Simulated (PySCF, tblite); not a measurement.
# C₆H₁₁OSe−: geometry, infrared bands and NMR shifts

What infrared bands and NMR shifts should C₆H₁₁OSe− (`[O-]C[C@@H]1CCC[Se]C1`) show?

Programs: tblite 0.8.0 and PySCF 2.14.0, with density-fitted response routines of our own. Each step states its level of theory. These are calculated values for one molecule in the gas phase, unless marked as measured. Atoms count from 0, in the outputs and in this text.

## 1. The molecule as given

19 atoms, charge -1, multiplicity 1; geometry from: force field or distance geometry start.

Bonds of the start (Å): O0–C1 1.40, C1–C2 1.55, C2–C3 1.53, C3–C4 1.53, C4–C5 1.53, C5–Se6 1.95, Se6–C7 1.95, C7–C2 1.54, C1–H8 1.10, C1–H9 1.12, C2–H10 1.12, C3–H11 1.12, C3–H12 1.12, C4–H13 1.11, C4–H14 1.11, C5–H15 1.13, C5–H16 1.11, C7–H17 1.11, C7–H18 1.11.

## 2. Optimising the geometry with GFN2-xTB

Job settings and geometry (Å):

```
{"job": {"kind": "relax", "xc": "GFN2-xTB", "basis": "xTB"}, "charge": -1, "multiplicity": 1}
O     -2.891000    -1.173000     0.068200
C     -2.301400     0.081700     0.233700
C     -0.858800     0.063800    -0.323600
C      0.019900    -0.919100     0.445200
C      1.417500    -1.079900    -0.152500
C      2.212600     0.221200    -0.097800
Se     1.416200     1.579400    -1.246800
C     -0.273100     1.492200    -0.276900
H     -2.907100     0.834600    -0.281500
H     -2.285500     0.326000     1.330600
H     -0.931000    -0.257500    -1.392200
H      0.107600    -0.611200     1.517800
H     -0.462700    -1.928700     0.459200
H      1.974600    -1.861200     0.402200
H      1.333700    -1.410200    -1.213100
H      2.266300     0.597700     0.961900
H      3.253900     0.037000    -0.446400
H     -0.974800     2.197700    -0.771100
H     -0.126600     1.818600     0.775700
```

The run is started by

```
$ OMP_NUM_THREADS=1 python probes_run.py task.json out
```

This one command runs all jobs of the session in turn.

Output:

```text
step      E/eV     max force
  0    -703.76107    3.446
  1    -704.02175    1.317
  2    -704.08797    1.086
  3    -704.11249    0.466
  4    -704.12745    0.280
  5    -704.13283    0.207
  6    -704.13866    0.197
  7    -704.14192    0.194
  8    -704.14477    0.158
  9    -704.14646    0.080
 10    -704.14753    0.082
 11    -704.14836    0.090
 12    -704.14937    0.115
 13    -704.15065    0.101
 14    -704.15213    0.104
 15    -704.15369    0.096
 16    -704.15533    0.113
 17    -704.15701    0.122
 18    -704.15839    0.083
 19    -704.15935    0.068
 20    -704.16014    0.083
 21    -704.16108    0.090
 22    -704.16214    0.094
 23    -704.16298    0.057
 24    -704.16346    0.038
 25    -704.16380    0.050
 26    -704.16418    0.059
 27    -704.16462    0.060
 28    -704.16496    0.037
 29    -704.16516    0.039
 30    -704.16535    0.039
 31    -704.16561    0.041
 32    -704.16596    0.045
 33    -704.16627    0.036
 34    -704.16646    0.023
 35    -704.16657    0.027
 36    -704.16666    0.024
 37    -704.16675    0.019
 38    -704.16683    0.021
 39    -704.16689    0.019
 40    -704.16694    0.020
 41    -704.16701    0.019
 42    -704.16707    0.015
 43    -704.16712    0.016
 44    -704.16716    0.016
 45    -704.16720    0.023
 46    -704.16725    0.022
 47    -704.16730    0.017
 48    -704.16734    0.015
 49    -704.16737    0.013
 50    -704.16739    0.012
 51    -704.16741    0.010
 52    -704.16743    0.009
```

It took 3.7 s on 1 thread of Intel Xeon at 2.50GHz, shared host; peak memory 0.18 GiB.

The steps of the relaxation: (not every step is listed)

| step | energy from step 0 (eV) | largest force (eV/Å) |
| --- | --- | --- |
| 0 | 0.0000 | 3.4461 |
| 1 | -0.2607 | 1.3167 |
| 2 | -0.3269 | 1.0865 |
| 3 | -0.3514 | 0.4659 |
| 4 | -0.3664 | 0.2804 |
| 5 | -0.3718 | 0.2071 |
| 6 | -0.3776 | 0.1973 |
| 7 | -0.3809 | 0.1937 |
| 8 | -0.3837 | 0.1582 |
| 11 | -0.3873 | 0.0901 |
| 14 | -0.3911 | 0.1040 |
| 17 | -0.3959 | 0.1224 |
| 20 | -0.3991 | 0.0833 |
| 23 | -0.4019 | 0.0570 |
| 26 | -0.4031 | 0.0585 |
| 29 | -0.4041 | 0.0389 |
| 32 | -0.4049 | 0.0447 |
| 35 | -0.4055 | 0.0266 |
| 38 | -0.4058 | 0.0210 |
| 41 | -0.4059 | 0.0186 |
| 44 | -0.4061 | 0.0160 |
| 47 | -0.4062 | 0.0165 |
| 48 | -0.4063 | 0.0153 |
| 49 | -0.4063 | 0.0132 |
| 50 | -0.4063 | 0.0121 |
| 51 | -0.4063 | 0.0102 |
| 52 | -0.4064 | 0.0093 |

Distances of close pairs at the start and the end, largest changes first:

| bond | before (Å) | after (Å) | change (Å) |
| --- | --- | --- | --- |
| Se6–C7 | 1.950 | 2.063 | +0.113 |
| O0–C1 | 1.396 | 1.293 | -0.103 |
| C1–C2 | 1.547 | 1.625 | +0.078 |
| C2–C7 | 1.545 | 1.478 | -0.066 |
| C1–H8 | 1.095 | 1.136 | +0.041 |
| C5–H15 | 1.126 | 1.093 | -0.033 |
| C5–Se6 | 1.949 | 1.976 | +0.027 |
| C3–H12 | 1.119 | 1.093 | -0.026 |

The end geometry stands in the next job.

## 3. Vibrational analysis with GFN2-xTB

Job settings and geometry (Å):

```
{"job": {"kind": "ir", "xc": "GFN2-xTB", "basis": "xTB"}, "charge": -1, "multiplicity": 1}
O     -2.812883    -1.214155     0.256601
C     -2.343954    -0.009611     0.280680
C     -0.847220     0.075961    -0.346013
C      0.018750    -0.907677     0.424560
C      1.405244    -1.073528    -0.186790
C      2.252266     0.178548    -0.048235
Se     1.548029     1.695761    -1.100197
C     -0.338603     1.463141    -0.298262
H     -2.936671     0.754184    -0.315388
H     -2.237169     0.444760     1.318621
H     -0.951319    -0.267575    -1.380142
H      0.115544    -0.568409     1.461656
H     -0.520221    -1.858231     0.433006
H      1.932731    -1.894437     0.313721
H      1.310545    -1.332687    -1.245241
H      2.292635     0.510154     0.992858
H      3.270988     0.017342    -0.410392
H     -0.943244     2.159212    -0.879748
H     -0.225254     1.836498     0.721243
```

Output:

```text
mode    cm-1     km/mol
  1      91.3     18.33
  2     119.3      1.90
  3     146.0      2.21
  4     171.8     40.70
  5     208.1     22.23
  6     269.4      6.80
  7     292.6      0.78
  8     413.2      5.01
  9     430.3     11.43
 10     493.7    196.26
 11     529.2     30.92
 12     544.8      3.52
 13     767.3    108.70
 14     802.8    113.14
 15     820.1      2.83
 16     866.9     88.72
 17     931.3     10.96
 18     952.1     18.43
 19     987.0      9.44
 20    1037.1      2.04
 21    1051.3      1.23
 22    1102.8     27.43
 23    1127.1     64.14
 24    1163.4    145.90
 25    1180.4     24.59
 26    1189.7     21.07
 27    1210.0     36.41
 28    1228.1      8.89
 29    1247.9     20.18
 30    1262.8    147.00
 31    1290.4      3.05
 32    1316.0     20.63
 33    1337.0      0.98
 34    1344.4     34.34
 35    1375.3     21.40
 36    1436.6      3.55
 37    1439.0      4.79
 38    1478.9      1.29
 39    1493.2      1.71
 40    1513.8    116.42
 41    2283.7    435.38
 42    2448.1    604.53
 43    2906.2     94.98
 44    2925.9      8.94
 45    2932.0      7.70
 46    2934.4     33.10
 47    2942.0     69.82
 48    2947.5     77.33
 49    2960.1    111.99
 50    2970.9     47.39
 51    2972.8     20.30
```

Run time: 4 s. Hardware: 1 thread of Intel Xeon at 2.50GHz, shared host; peak memory 0.18 GiB.

The strongest bands and the atoms that carry them (share of the mass-weighted mode):

```
cm⁻¹  km/mol                                 atoms
 494   196.3                      C7 54 %, O0 12 %
 803   113.1  H17 20 %, H18 17 %, C7 17 %, C2 15 %
1163   145.9                    H17 33 %, H18 25 %
1263   147.0                      C1 42 %, O0 33 %
1514   116.4                      H9 46 %, H8 46 %
2284   435.4                      H9 53 %, H8 40 %
2448   604.5                      H8 56 %, H9 42 %
2960   112.0                              H14 80 %
```

## 4. Shielding tensors: PBE0/pcSseg-1

Same as in step 3 but for these lines:

```diff
@@ -1,2 +1,2 @@
-{"job": {"kind": "ir", "xc": "GFN2-xTB", "basis": "xTB"}, "charge": -1, "multiplicity": 1}
+{"job": {"kind": "nmr", "xc": "PBE0", "basis": "pcSseg-1"}, "charge": -1, "multiplicity": 1}
 O     -2.812883    -1.214155     0.256601
```

Method: GIAO PBE0/pcSseg-1 NMR shielding, non-relativistic, gas phase.

Output:

```text
coarse grid: 70784 points
cycle   1  E = -2710.8570453365  dE = -7.038e-02  |g| = 1.181e+00  |ddm| = 4.022e+00
cycle   2  E = -2705.3132454809  dE =  5.544e+00  |g| = 3.241e+00  |ddm| = 1.455e+01
cycle   3  E = -2710.9020927056  dE = -5.589e+00  |g| = 8.041e-01  |ddm| = 1.456e+01
cycle   4  E = -2711.0455993214  dE = -1.435e-01  |g| = 3.752e-01  |ddm| = 1.002e+00
cycle   5  E = -2711.0746346254  dE = -2.904e-02  |g| = 2.070e-01  |ddm| = 8.218e-01
cycle   6  E = -2711.0857385367  dE = -1.110e-02  |g| = 6.062e-02  |ddm| = 4.054e-01
cycle   7  E = -2711.0865597771  dE = -8.212e-04  |g| = 2.452e-02  |ddm| = 1.056e-01
cycle   8  E = -2711.0866694820  dE = -1.097e-04  |g| = 5.155e-03  |ddm| = 2.611e-02
cycle   9  E = -2711.0866750039  dE = -5.522e-06  |g| = 1.901e-03  |ddm| = 8.368e-03
final grid: 150624 points
cycle  10  E = -2711.0866474901  dE =  1.079e-06  |g| = 2.854e-03  |ddm| = 7.954e-03
cycle  11  E = -2711.0866444039  dE =  3.086e-06  |g| = 4.465e-03  |ddm| = 1.069e-02
cycle  12  E = -2711.0866496655  dE = -5.262e-06  |g| = 2.951e-04  |ddm| = 6.621e-03
cycle  13  E = -2711.0866496775  dE = -1.204e-08  |g| = 5.470e-05  |ddm| = 3.805e-04
cycle  14  E = -2711.0866496781  dE = -5.584e-10  |g| = 1.063e-05  |ddm| = 9.755e-05
converged SCF energy = -2711.0866496781

GIAO shielding tensors (ppm)
atom      isotropic    diamagn.    paramagn.     s11        s22        s33       span
  0 O      223.117     399.660    -176.543     31.698    288.864    348.789    317.091
  1 C       90.906     233.187    -142.281     51.224     75.431    146.062     94.838
  2 C      130.122     245.401    -115.279     89.919    139.277    161.170     71.252
  3 C      150.030     246.095     -96.065    132.521    149.511    168.058     35.537
  4 C      150.913     245.342     -94.429    141.202    152.267    159.270     18.069
  5 C      150.494     245.052     -94.557    139.217    148.938    163.327     24.110
  6 Se    1600.473    2998.752   -1398.278   1195.164   1710.860   1895.396    700.232
  7 C      140.191     245.965    -105.774    109.302    144.789    166.482     57.180
  8 H       25.148      27.092      -1.944     20.416     26.392     28.636      8.220
  9 H       26.225      27.362      -1.137     21.029     27.153     30.494      9.465
 10 H       30.891      31.848      -0.957     26.989     30.244     35.440      8.451
 11 H       31.696      31.591       0.105     27.890     30.456     36.741      8.851
 12 H       28.266      30.470      -2.205     22.789     27.221     34.787     11.998
 13 H       29.790      29.621       0.169     24.524     28.058     36.788     12.264
 14 H       30.327      30.198       0.130     27.090     28.422     35.470      8.380
 15 H       29.086      29.625      -0.539     23.294     27.950     36.014     12.720
 16 H       29.534      29.319       0.215     23.297     27.808     37.498     14.201
 17 H       28.921      30.223      -1.302     22.892     28.231     35.640     12.748
 18 H       28.439      30.012      -1.573     22.235     28.532     34.551     12.316
```

It took 3.8 min on 1 thread of Intel Xeon at 2.50GHz, shared host; peak memory 1 GiB.

The references, computed at this level on geometries of the same kind, shield at (ppm): 1H TMS 31.72, 13C TMS 186.9, 17O H2O 336.1, 77Se Me2Se 1758. Their shielding less the atom's gives the shift. The references are single molecules in the gas phase, so shifts against H2O, NH3, PH3, H3PO4 or CFCl3 are not on the usual liquid scales and can be off by tens of ppm.

```csv
atoms,environment,σ (ppm),δ (ppm)
C1,sp3 CH2 bonded to O,90.9,96.0
C2,sp3 CH in a ring,130.1,56.8
C7,sp3 CH2 bonded to Se,140.2,46.7
C3,sp3 CH2 in a ring,150.0,36.9
C5,sp3 CH2 bonded to Se,150.5,36.4
C4,sp3 CH2 in a ring,150.9,36.0
H8,hydrogen on an sp3 CH2 bonded to O,25.15,6.57
H9,hydrogen on an sp3 CH2 bonded to O,26.23,5.49
H12,hydrogen on an sp3 CH2 in a ring,28.27,3.45
H18,hydrogen on an sp3 CH2 bonded to Se,28.44,3.28
H17,hydrogen on an sp3 CH2 bonded to Se,28.92,2.80
H15,hydrogen on an sp3 CH2 bonded to Se,29.09,2.63
H16,hydrogen on an sp3 CH2 bonded to Se,29.53,2.18
H13,hydrogen on an sp3 CH2 in a ring,29.79,1.93
H14,hydrogen on an sp3 CH2 in a ring,30.33,1.39
H10,hydrogen on an sp3 CH in a ring,30.89,0.83
H11,hydrogen on an sp3 CH2 in a ring,31.70,0.02
O0,oxygen bonded to C,223.1,113.0
Se6,"selenium bonded to 2 C, in a 6-membered ring",1600,158
```

The run also stored atomic charges by several schemes (e):

```csv
atoms,Mulliken,IAO,Hirshfeld,ESP fit
O0,-0.70,-0.80,-0.52,-0.86
C1,0.23,0.06,-0.06,0.54
C2,-0.34,-0.15,-0.06,0.15
C3,-0.15,-0.26,-0.08,-0.07
C4,-0.17,-0.25,-0.08,0.14
C5,-0.27,-0.36,-0.10,-0.41
Se6,-0.25,-0.04,-0.10,-0.30
C7,-0.18,-0.32,-0.08,-0.36
```

Mayer bond orders: O0–C1 1.48, C1–C2 0.85, C2–C3 1.01, C3–C4 1.04, C4–C5 1.00, C5–Se6 1.02, Se6–C7 0.94, C7–C2 0.99.

Ring of atoms C2, C3, C4, C5, Se6, C7: NICS(0) -3.0, NICS(1) -2.2, NICS(1)zz 3.9 ppm (means of both faces).

## 5. Results

```
                                 quantity                                                                 value
strongest single infrared mode (GFN2-xTB)                                                 2448 cm⁻¹, 605 km/mol
             zero-point energy (GFN2-xTB)                                                         97.0 kcal/mol
   13C shifts against TMS (PBE0/pcSseg-1)                                96.0, 56.8, 46.7, 36.9, 36.4, 36.0 ppm
    1H shifts against TMS (PBE0/pcSseg-1)  6.57, 5.49, 3.45, 3.28, 2.80, 2.63, 2.18, 1.93, 1.39, 0.83, 0.02 ppm
   17O shifts against H2O (PBE0/pcSseg-1)                                                             113.0 ppm
77Se shifts against Me2Se (PBE0/pcSseg-1)                                                               158 ppm
```

Relaxing lowered the energy by 0.406 eV in 52 steps; the close pair that moved most is Se6–C7, from 1.950 to 2.063 Å. No mode is imaginary among the 51: a minimum at this level. The strongest single mode, at 2448 cm⁻¹, moves mainly H8 and H9. Unscaled tight-binding wavenumbers are off by several per cent, some by more. Its intensities can rank the bands wrongly. At PBE0/pcSseg-1: The largest span, 700 ppm, is at Se6, where the paramagnetic term is -1398 ppm. Spin-orbit coupling is left out, which matters for shieldings and couplings at and beside the heavy atoms. At PBE0/pcSseg-1 the HOMO lies above zero (+0.17 eV), as often for anions in the gas phase: self-interaction error lifts it, or the electron is held by the finite basis alone; counter-ions and solvent are missing.
